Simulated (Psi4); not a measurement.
# C3H10Si (trimethylsilane): TPSS/cc-pVDZ

Aim: the energy change on altering one bond length of C3H10Si (trimethylsilane) at TPSS/cc-pVDZ, from 2 runs. 

Program for the calculation: Psi4 1.11.

2 further runs of the same task are left out: 1 that didn't finish, 1 set aside as unsound or not needed.

**1. The system as given**

C3H10Si has 14 atoms, charge 0, and is taken as a singlet. SMILES: `C[SiH](C)C`. The shape is that of a PBE0-D4/def2-TZVP optimisation.

Bond lengths: C1–Si2 1.874 Å, Si2–C3 1.874 Å, Si2–C4 1.874 Å, C1–H5 1.093 Å, C1–H6 1.093 Å, C1–H7 1.094 Å, Si2–H8 1.494 Å, C3–H9 1.094 Å, C3–H10 1.093 Å, C3–H11 1.093 Å, C4–H12 1.093 Å, C4–H13 1.094 Å, C4–H14 1.093 Å. Some angles: C1–Si2–C3 110.3°, C1–Si2–C4 110.3°, C3–Si2–C4 110.3°, C1–Si2–H8 108.6°, C3–Si2–H8 108.6°, C4–Si2–H8 108.6°, Si2–C1–H5 111.2°, Si2–C1–H6 111.1°, Si2–C1–H7 110.9°, Si2–C3–H9 110.9°.

**2. A single-point energy at TPSS/cc-pVDZ**

c3h10si.json reads:

```json
{
  "schema_name": "qcschema_input",
  "schema_version": 1,
  "molecule": {
    "schema_name": "qcschema_molecule",
    "schema_version": 2,
    "symbols": ["C", "Si", "C", "C", "H", "H", "H", "H", "H", "H", "H", "H", "H", "H"],
    "geometry": [-1.80808996, 2.0458175, -1.96229161, -0.64023921, -0.02759, 0.65932544, 2.34212656, 1.29276164, 2.03674682, -0.09694295, -3.31968188, -0.52458797, -3.5679919, 1.31751705, -2.7607009, -2.16543717, 3.96596822, -1.29087192, -0.41876331, 2.15674443, -3.48824545, -2.60687719, -0.11206076, 2.68416699, 3.83425431, 1.38611411, 0.61000359, 3.02696331, 0.11999761, 3.59274731, 2.04430572, 3.20138503, 2.76712596, -1.83076667, -4.12716186, -1.30353308, 1.3358474, -3.33971298, -2.01388113, 0.55161106, -4.56009811, 0.99399594],
    "molecular_charge": 0,
    "molecular_multiplicity": 1,
    "fix_symmetry": "c1",
    "fix_com": true,
    "fix_orientation": true
  },
  "driver": "energy",
  "model": {
    "method": "tpss",
    "basis": "cc-pVDZ"
  },
  "keywords": {
    "reference": "rks",
    "puream": true,
    "e_convergence": 1e-09,
    "d_convergence": 1e-08,
    "scf_type": "pk",
    "dft_radial_points": 99,
    "dft_spherical_points": 590,
    "scf_properties": ["LOWDIN_CHARGES", "DIPOLE", "MAYER_INDICES"]
  }
}
```

Run with:

```
$ psi4 --qcschema c3h10si.json -n 1 --memory 1600MB
```

stdout, cut to the lines that bear on the results:

```text
[...]
  Running in c1 symmetry.
[...]
  Nuclear repulsion =  175.332631918618233
[...]
  Multiplicity = 1
[...]
  Nalpha       = 21
  Nbeta        = 21
[...]
    Number of basis functions: 110
[...]
   @RKS iter   1:  -409.19678047928596   -4.49936e-02   1.04627e-02 ADIIS/DIIS
[...]
   @RKS iter  11:  -409.90154391845357   -7.95808e-12   3.15118e-09 DIIS
[...]
    Orbital Energies [Eh]
    ---------------------
    Doubly Occupied:
       1A    -65.673220     2A     -9.976536     3A     -9.976532
       4A     -9.976527     5A     -5.095603     6A     -3.470677
       7A     -3.470450     8A     -3.470450     9A     -0.660102
      10A     -0.626536    11A     -0.626525    12A     -0.430455
      13A     -0.376904    14A     -0.366581    15A     -0.366567
      16A     -0.350346    17A     -0.350332    18A     -0.341099
      19A     -0.273382    20A     -0.265886    21A     -0.265868
[...]
  @RKS Final Energy:  -409.90154391845357
   => Energetics <=
    Nuclear Repulsion Energy =            175.3326319186182332
    One-Electron Energy =                -909.5673275915166869
    Two-Electron Energy =                 365.3852784566660148
    DFT Exchange-Correlation Energy =     -41.0521267022212015
    Empirical Dispersion Energy =           0.0000000000000000
    VV10 Nonlocal Energy =                  0.0000000000000000
    Total Energy =                       -409.9015439184535694
[...]
 Multipole Moments:
 ------------------------------------------------------------------------------------
     Multipole            Electronic (a.u.)      Nuclear  (a.u.)        Total (a.u.)
 ------------------------------------------------------------------------------------
 L = 1.  Multiply by 2.5417464519 to convert [e a0] to [Debye]
 Dipole X            :          6.3079989           -6.1376415            0.1703575
 Dipole Y            :          0.2713636           -0.2641837            0.0071799
 Dipole Z            :         -6.4958104            6.3205669           -0.1752435
 Magnitude           :                                                    0.2445066
[...]
```

The result, in JSON:

```text
{
 "driver": "energy",
 "model": {
  "method": "tpss",
  "basis": "cc-pVDZ"
 },
 "success": true,
 "return_result": -409.90154391845357,
 "properties": {
  "calcinfo_nbasis": 110,
  "calcinfo_nmo": 110,
  "calcinfo_nalpha": 21,
  "calcinfo_nbeta": 21,
  "calcinfo_natom": 14,
  "nuclear_repulsion_energy": 175.33263191861823,
  "return_energy": -409.90154391845357,
  "scf_one_electron_energy": -909.5673275915167,
  "scf_two_electron_energy": 365.385278456666,
  "scf_xc_energy": -41.0521267022212,
  "scf_dipole_moment": [0.17035746011450126, 0.007179854154988341, -0.1752434662780562],
  "scf_total_energy": -409.90154391845357,
  "scf_iterations": 11
 }
}
```

Run time: 68 s. Hardware: 1 thread of Intel Xeon 6975P-C (Granite Rapids), shared host; peak memory 0.67 GiB.

**3. The distorted shape**

run.py reads:

```python
import psi4

psi4.set_memory('1600 MB')
psi4.set_num_threads(1)
psi4.core.set_output_file('output.dat', False)

molecule = psi4.geometry("""
0 1
C
Si 1 2.1546
C 2 1.873551 1 110.33611
C 2 1.873518 3 110.34071 1 122.18788
H 1 1.092867 2 111.15067 4 58.89097
H 1 1.092912 5 107.82447 2 -122.0578
H 1 1.093627 5 107.83938 6 -116.20878
H 2 1.494378 4 108.59178 3 -118.91119
H 3 1.093587 2 110.88281 8 179.99727
H 3 1.092916 9 107.84062 2 121.89132
H 3 1.092849 10 107.82801 9 -116.21731
H 4 1.092841 2 111.15351 8 60.07465
H 4 1.093655 12 107.84533 2 -121.73572
H 4 1.092895 12 107.8272 13 -116.20474
symmetry c1
""")

options = {'basis': 'cc-pVDZ', 'puream': True, 'e_convergence': 1e-09, 'd_convergence': 1e-08, 'scf_type': 'pk', 'dft_radial_points': 99, 'dft_spherical_points': 590}
psi4.set_options(options)

E, wfn = psi4.energy('tpss', return_wfn=True)
psi4.oeprop(wfn, 'LOWDIN_CHARGES', 'DIPOLE', 'MULLIKEN_CHARGES', title='TPSS')
print('E =', round(E, 9))
```

Run with:

```
$ python run.py
```

output.dat, cut to the lines that bear on the results:

```text
[...]
  Running in c1 symmetry.
[...]
  Nuclear repulsion =  169.593819240698195
[...]
  Multiplicity = 1
[...]
  Nalpha       = 21
  Nbeta        = 21
[...]
    Number of basis functions: 110
[...]
   @RKS iter   1:  -409.19974361135132   -2.12168e-01   1.03248e-02 ADIIS/DIIS
[...]
   @RKS iter  11:  -409.88819687359012   -7.67386e-12   7.79187e-09 DIIS
[...]
  @RKS Final Energy:  -409.88819687359012
   => Energetics <=
    Nuclear Repulsion Energy =            169.5938192406981955
    One-Electron Energy =                -897.9899093335767475
    Two-Electron Energy =                 359.4888835901957691
    DFT Exchange-Correlation Energy =     -40.9809903709073140
    Empirical Dispersion Energy =           0.0000000000000000
    VV10 Nonlocal Energy =                  0.0000000000000000
    Total Energy =                       -409.8881968735901182
[...]
 Multipole Moments:
 ------------------------------------------------------------------------------------
     Multipole            Electronic (a.u.)      Nuclear  (a.u.)        Total (a.u.)
 ------------------------------------------------------------------------------------
 L = 1.  Multiply by 2.5417464519 to convert [e a0] to [Debye]
 Dipole X            :          0.8867515           -1.1083672           -0.2216157
 Dipole Y            :          0.4896069           -0.6119285           -0.1223216
 Dipole Z            :          0.8255165           -0.6805038            0.1450127
 Magnitude           :                                                    0.2917272
[...]
  Mulliken Charges: (a.u.)
   Center  Symbol    Alpha    Beta     Spin     Total
       1     C     3.13013  3.13013  0.00000 -0.26027
       2    SI     6.83605  6.83605  0.00000  0.32791
       3     C     3.09326  3.09326  0.00000 -0.18652
       4     C     3.09326  3.09326  0.00000 -0.18653
       5     H     0.47966  0.47966  0.00000  0.04068
       6     H     0.47966  0.47966  0.00000  0.04068
       7     H     0.48150  0.48150  0.00000  0.03700
       8     H     0.53635  0.53635  0.00000 -0.07271
       9     H     0.47957  0.47957  0.00000  0.04086
      10     H     0.47865  0.47865  0.00000  0.04270
      11     H     0.47684  0.47684  0.00000  0.04632
[...]
```

On the terminal:

```text
E = -409.888196874
```

Run time: 61 s. Hardware: 1 thread of Intel Xeon 6975P-C (Granite Rapids), shared host; peak memory 0.68 GiB.

**4. Results**

At TPSS/cc-pVDZ:

```
                                                          quantity          value
                                         first shape: total energy  -409.90154 Eh
                                        first shape: dipole moment         0.62 D
                                          first shape: HOMO energy       -7.23 eV
                                          first shape: LUMO energy        1.22 eV
                                        first shape: HOMO–LUMO gap        8.45 eV
                                     distorted shape: total energy  -409.88820 Eh
                                    distorted shape: dipole moment         0.74 D
                                      distorted shape: HOMO energy       -6.72 eV
                                      distorted shape: LUMO energy        1.04 eV
                                    distorted shape: HOMO–LUMO gap        7.76 eV
energy change with the C1–Si2 bond stretched from 1.874 to 2.155 Å       0.363 eV
```

What this shows: With the C1–Si2 bond stretched from 1.874 to 2.155 Å the energy rises by 0.36 eV (8.4 kcal/mol). The first shape isn't relaxed at this level, so the change isn't measured from a minimum.
